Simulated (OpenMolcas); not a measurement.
**C2H9NSi (SMILES CN(C)[SiH3]): levels of theory compared**

We compute a comparison of 6 runs (HF/6-31G*, B2PLYP/6-31G*, BHLYP/6-31G*, BLYP/6-31G*, TPSS/6-31G*, CCSD(T)/6-31G*) of C2H9NSi. 

The calculation is run with OpenMolcas 26.06.

1 further run of the same task is left out (set aside as unsound or not needed).

### 1 The molecule

C2H9NSi: 13 atoms, total charge 0, spin state singlet. As SMILES, `CN(C)[SiH3]`. The shape is that of a PBE0-D4/def2-TZVP optimisation.

Bond lengths: C1–N2 1.442 Å, N2–C3 1.442 Å, N2–Si4 1.717 Å, C1–H5 1.101 Å, C1–H6 1.097 Å, C1–H7 1.092 Å, C3–H8 1.097 Å, C3–H9 1.101 Å, C3–H10 1.092 Å, Si4–H11 1.497 Å, Si4–H12 1.487 Å, Si4–H13 1.487 Å. Some angles: C1–N2–C3 113.7°, C1–N2–Si4 120.9°, C3–N2–Si4 120.9°, N2–C1–H5 112.8°, N2–C1–H6 110.4°, N2–C1–H7 110.5°, N2–C3–H8 110.4°, N2–C3–H9 112.8°, N2–C3–H10 110.5°, N2–Si4–H11 115.3°.

### 2 Energy and gradient at HF/6-31G(d) (spherical functions) (run 1)

Input file run.inp:

```
&GATEWAY
BasLib=$CurrDir
Coord
13
angstrom
C       -0.853400       1.051500      -0.567400
N       -0.064300       0.101400       0.176900
C        1.257300       0.576800       0.503700
Si      -0.404400      -1.580400       0.101900
H       -0.416100       1.292500      -1.548500
H       -0.947500       1.991500      -0.009400
H       -1.860700       0.663700      -0.735400
H        1.197400       1.509100       1.079000
H        1.870100       0.778300      -0.388400
H        1.787100      -0.156700       1.115700
H        0.068700      -2.275300      -1.137100
H       -1.879700      -1.752300       0.167000
H        0.265600      -2.234700       1.256700
Basis=6-31Gs
Group=NoSym
&SEWARD
&SCF
Thresholds=1e-10 1e-07 1e-07 1e-05
PrOrbitals=1 1
&ALASKA
```

The basis set 6-31G* is read from a file made from the Basis Set Exchange's data (not shown).

Command:

```
$ export MOLCAS_MEM=1860
$ pymolcas run.inp > run.log
```

Log:

```text
--- Start Module: gateway ---
[...]
--- Stop Module: gateway /rc=_RC_ALL_IS_WELL_ ---
[...]
      Basis functions           78
[...]
--- Start Module: scf ---
[...]
       Convergence after  13 Iterations
[...]
::    Total SCF energy                               -424.3324178219
[...]
      Total spin, S                                     0.0000000000
[...]
      Total electronic charge=   42.000000
      Total            charge=   -0.000000
[...]
      Dipole Moment (debye):
      Origin of the operator (angstrom)=   -0.0970   -0.3123    0.0581
                   X=  3.3739E-01               Y=  8.4326E-01               Z= -2.9166E-01           Total=  9.5393E-01
      Quadrupole Moment (debye*angstrom):
[...]
--- Stop Module: scf /rc=_RC_ALL_IS_WELL_ ---
[...]
--- Start Module: alaska ---
[...]
 *              Molecular gradients               *
 **************************************************
  Irreducible representation: a
 ------------------------------------------------------------------------------------------
                              X                       Y                       Z
 ------------------------------------------------------------------------------------------
  C1                5.05244084244350E-03   -7.41854058724378E-03    4.41987704313451E-03
  N2               -4.31504538059096E-04   -1.04262061484839E-04    7.72248259409025E-04
  C3               -8.65547841992864E-03   -4.31879192433060E-03   -2.49035998798264E-03
  SI4               2.05354066753349E-03    7.67422735825107E-03   -7.14740923575430E-04
  H5                2.45640102483069E-03    1.74567658539337E-03   -5.85839322506754E-03
  H6               -3.41633009693920E-04    5.67336813300168E-03    3.39957875201180E-03
  H7               -5.49410533297756E-03   -2.72402219035750E-03   -8.70556171573611E-04
  H8               -5.01824221598557E-04    5.69283631341122E-03    3.30468945298090E-03
[...]
--- Stop Module: alaska /rc=_RC_ALL_IS_WELL_ ---
[...]
```

It took 16 s on 1 thread of AMD EPYC 7R43 (Zen 3), shared host; peak memory 0.44 GiB.

### 3 The energy at B2PLYP/6-31G(d) (spherical functions) (run 2)

Input file coord.xyz:

```xyz
13

C     -0.853400     1.051500    -0.567400
N     -0.064300     0.101400     0.176900
C      1.257300     0.576800     0.503700
Si    -0.404400    -1.580400     0.101900
H     -0.416100     1.292500    -1.548500
H     -0.947500     1.991500    -0.009400
H     -1.860700     0.663700    -0.735400
H      1.197400     1.509100     1.079000
H      1.870100     0.778300    -0.388400
H      1.787100    -0.156700     1.115700
H      0.068700    -2.275300    -1.137100
H     -1.879700    -1.752300     0.167000
H      0.265600    -2.234700     1.256700
```

Input file run.inp:

```
>>> EXPORT MOLCAS_PRINT=2

&GATEWAY
 BASLIB = $CurrDir
 COORD = coord.xyz
 BASIS = 6-31Gs
 GROUP = NoSym

&SEWARD
 GRIDINPUT
 Grid=UltraFine
 End of Grid

&SCF
 KSDFT = B2PLYP_SCF
 THRESHOLDS = 1e-10 1e-07 1e-07 1e-05
 PRORBITALS = 1 2

&MBPT2
 FROZEN = 8
```

The basis set 6-31G* is read from a file made from the Basis Set Exchange's data (not shown).

Command:

```
$ export MOLCAS_MEM=1860
$ pymolcas run.inp > run.log
```

Log:

```text
--- Start Module: gateway ---
[...]
--- Stop Module: gateway /rc=_RC_ALL_IS_WELL_ ---
[...]
      Basis functions           78
[...]
--- Start Module: scf ---
[...]
       Convergence after  12 Iterations
[...]
::    Total KS-DFT energy                            -425.3678183046
[...]
      Total spin, S                                     0.0000000000
[...]
      Total electronic charge=   42.000000
      Total            charge=   -0.000000
[...]
      Dipole Moment (debye):
      Origin of the operator (angstrom)=   -0.0970   -0.3123    0.0581
                   X=  3.1902E-01               Y=  8.3892E-01               Z= -2.5733E-01           Total=  9.3370E-01
      Quadrupole Moment (debye*angstrom):
[...]
--- Stop Module: scf /rc=_RC_ALL_IS_WELL_ ---
[...]
--- Start Module: mbpt2 ---
[...]
 ###    WARNING: MP2 implementation intended for RHF references only         ###
 ###############################################################################
MBPT2 WARNING: Reference function according to RunFile:KS-DFT
I'll assume you know what you're doing and continue
WARNING!
Default frozen orbitals as non valence orbitals is overwritten by user input.
Default values:   5
[...]
       Reference weight ( Cref**2 )         =        0.79146
::    Total MBPT2 energy                             -425.9825879488
[...]
      Total MBPT2 calculations                           0.22      0.25
--- Stop Module: mbpt2 /rc=_RC_ALL_IS_WELL_ ---
[...]
```

Run time: 26 s. Hardware: 1 thread of AMD EPYC 7R43 (Zen 3), shared host; peak memory 0.44 GiB.

Runs 3 to 5 aren't shown in full; the table further down has their settings and results.

### 4 A single-point energy at CCSD(T)/6-31G(d) (spherical functions) (run 6)

Input file input.xyz:

```xyz
13

C     -0.853400     1.051500    -0.567400
N     -0.064300     0.101400     0.176900
C      1.257300     0.576800     0.503700
Si    -0.404400    -1.580400     0.101900
H     -0.416100     1.292500    -1.548500
H     -0.947500     1.991500    -0.009400
H     -1.860700     0.663700    -0.735400
H      1.197400     1.509100     1.079000
H      1.870100     0.778300    -0.388400
H      1.787100    -0.156700     1.115700
H      0.068700    -2.275300    -1.137100
H     -1.879700    -1.752300     0.167000
H      0.265600    -2.234700     1.256700
```

Input file calc.inp:

```
&GATEWAY
  BASLIB = $CurrDir
  COORD = input.xyz
  BASIS = 6-31Gs
  GROUP = NoSym

&SEWARD

&SCF
  THRESHOLDS = 1e-10 1e-07 1e-07 1e-05
  PRORBITALS = 1 1

&RASSCF
  FILEORB = $Project.ScfOrb
  SPIN = 1
  NACTEL = 0 0 0
  INACTIVE = 21
  RAS2 = 0
  OUTORBITALS = Canonical
  ORBLISTING = Nothing

&MOTRA
  JOBIPH
  FROZEN = 8

&CCSDT
  CCT
  TRIPLES = 2
  ITERATIONS = 80
  ACCURACY = 1e-08
  EXTRAPOLATION = 5 4
```

The basis set 6-31G* is read from a file made from the Basis Set Exchange's data (not shown).

Command:

```
$ export MOLCAS_MEM=1860
$ pymolcas calc.inp > calc.log
```

Log:

```text
--- Start Module: gateway ---
[...]
--- Stop Module: gateway /rc=_RC_ALL_IS_WELL_ ---
[...]
      Basis functions           78
[...]
       Convergence after  13 Iterations
[...]
::    Total SCF energy                               -424.3324178219
[...]
      Total spin, S                                     0.0000000000
[...]
      Number of active orbitals                  0
[...]
      Spin quantum number                      0.0
[...]
      Active orbitals                            0
[...]
      Number of CSFs                             1
[...]
      Number of root(s) required                 1
[...]
      Convergence after  4 iterations
[...]
      Natural orbitals and occupation numbers for root  1
      ************************************************************************************************************************
      *                                                    Final results                                                     *
      ************************************************************************************************************************
[...]
::    RASSCF root number  1 Total energy:   -424.33241782
[...]
      Total electronic charge=   42.000000
      Total            charge=   -0.000000
[...]
      Dipole Moment (debye):
      Origin of the operator (angstrom)=   -0.0970   -0.3123    0.0581
                   X=  3.3739E-01               Y=  8.4326E-01               Z= -2.9166E-01           Total=  9.5393E-01
      Quadrupole Moment (debye*angstrom):
[...]
--- Start Module: motra ---
[...]
      *** WARNING: Default frozen orbitals is overwritten by user input.
      *** Default values:   5
[...]
--- Stop Module: motra /rc=_RC_ALL_IS_WELL_ ---
[...]
--- Start Module: ccsdt ---
[...]
      Convergence after                    15  Iterations
      Total energy (diff) :    -424.88743999       0.00000000
[...]
 METHOD                       : CCSD+T(CCSD)+<T3(1)WT1> = CCSD(T)
[...]
       CCSD     =      -424.8874399873612
[...]
--- Stop Module: ccsdt /rc=_RC_ALL_IS_WELL_ ---
[...]
```

Run time: 65 s. Hardware: 1 thread of AMD EPYC 7R43 (Zen 3), shared host; peak memory 0.44 GiB.

### 5 The series

| run | level | task | frozen core orbitals | energy (Eh) | dipole moment (D) of the reference | HOMO energy (eV) | LUMO energy (eV) | wall time |
| --- | --- | --- | --- | --- | --- | --- | --- | --- |
| 1 | HF/6-31G* (spherical functions) | gradient | – | -424.332418 | 0.95 | -9.53 | 4.29 | 16 s |
| 2 | B2PLYP/6-31G* (spherical functions) | energy | 8 | -425.533806 | 0.93 | -7.39 | 2.31 | 26 s |
| 3 | BHLYP/6-31G* (spherical functions) | gradient | – | -425.757990 | 0.93 | -7.44 | 2.01 | 49 s |
| 4 | BLYP/6-31G* (spherical functions) | gradient | – | -425.750848 | 0.95 | -4.66 | 0.42 | 53 s |
| 5 | TPSS/6-31G* (spherical functions) | gradient | – | -425.897158 | 1.02 | -4.94 | 0.47 | 65 s |
| 6 | CCSD(T)/6-31G* (spherical functions) | energy | 8 | -424.902071 | 0.95 | -9.53 | 4.29 | 65 s |

### 6 What came out

| quantity | value |
| --- | --- |
| run 6: total energy | -424.90207 Eh |
| run 6: dipole moment (mean-field density) | 0.95 D |
| run 6: HOMO energy (Hartree–Fock orbitals) | -9.53 eV |
| run 6: LUMO energy (Hartree–Fock orbitals) | 4.29 eV |
| run 6: HOMO–LUMO gap (Hartree–Fock orbitals) | 13.81 eV |
| run 6: correlation energy (8 core orbitals frozen) | -569.7 mEh |
| run 6: (T) correction | -14.63 mEh |

What this shows: Over runs 1, 2, 3, 4, 5 the dipole moment (its size) runs from 0.93 D (BHLYP/6-31G*) to 1.02 D (TPSS/6-31G*). Over runs 1, 2, 3, 4, 5 the HOMO–LUMO gap runs from 5.07 eV (BLYP/6-31G*) to 13.81 eV (HF/6-31G*). Exact exchange widens orbital gaps. For B2PLYP the log adds the whole second-order term; the table takes 0.27 of it, as the functional is defined. Totals of different functionals can't be ranked against each other. All runs together took 4.6 min, the longest 65 s.
